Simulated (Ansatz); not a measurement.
# NaRu: the cost of one run

Program: Ansatz 0.2.0. Level of theory: DFT PBE, scalar-relativistic, plane waves, PAW. These are calculated values, not measurements.

1 further run of the same task is left out (it didn't finish).

## Step 1: Starting point

Symmetry: P-6m2, No. 187, hexagonal system. The conventional cell has a = 3.002 Å, b = 3.002 Å, c = 4.502 Å, α = 90.00°, β = 90.00°, γ = 120.00°. Around Na (site symmetry -6m2) lie 6 Ru at 2.84 Å and 6 Na at 3.00 Å. Around Ru (site symmetry -6m2) lie 6 Na at 2.84 Å and 6 Ru at 3.00 Å.

Structure file:

```cif
data_structure
_symmetry_space_group_name_H-M 'P 1'
_symmetry_Int_Tables_number 1
_cell_length_a 3.0023
_cell_length_b 3.0023
_cell_length_c 4.5018
_cell_angle_alpha 90.000
_cell_angle_beta 90.000
_cell_angle_gamma 120.000
_cell_volume 35.14
loop_
_atom_site_label
_atom_site_type_symbol
_atom_site_fract_x
_atom_site_fract_y
_atom_site_fract_z
_atom_site_occupancy
Na1 Na 0.66667 0.33333 0.00000 1
Ru1 Ru 0.00000 0.00000 0.50000 1
```

This is candidate A: LiPd type (P-6m2, No. 187).

(A quick probe on a coarse mesh, which set the mesh and smearing, is not shown.)

## Step 3: Rough relaxation on the coarse mesh (candidate A)

Input file input.yaml:

```yaml
crystal:
  lattice:
    - [3.0023100191, 0.0, 0.0]
    - [-1.5011550095, 2.6000767466, 0.0]
    - [0.0, 0.0, 4.5018390812]
  atoms:
    - { symbol: Na, position: [0.6666666667, 0.3333333333, 0.0] }
    - { symbol: Ru, position: [0.0, 0.0, 0.5] }
basis:
  ecutwfc: 420
kpoints:
  mp_grid: { grid: [6, 6, 4] }
hamiltonian:
  xc: pbe
scf:
  occupations: { method: gaussian, width: 0.1 }
  lower_state_search: "off"
output:
  forces: true
  stress: true
  eigenvalues: true
relax:
  adjacent_minimum: "off"
  f_tol: 0.04
  max_steps: 70
  cell: { stress_tol: 0.4 }
```

Launch:

```sh
ansatz run input.yaml --threads 1 --pin off --max-ram 2560MiB --backend cpu --events-out ev --progress --plain --runs-dir out
```

Q: Estimate wall time and peak memory on 1 thread of Intel Xeon Platinum 8488C (Sapphire Rapids), shared host.

About 11 s, with a peak of 0.34 GiB.
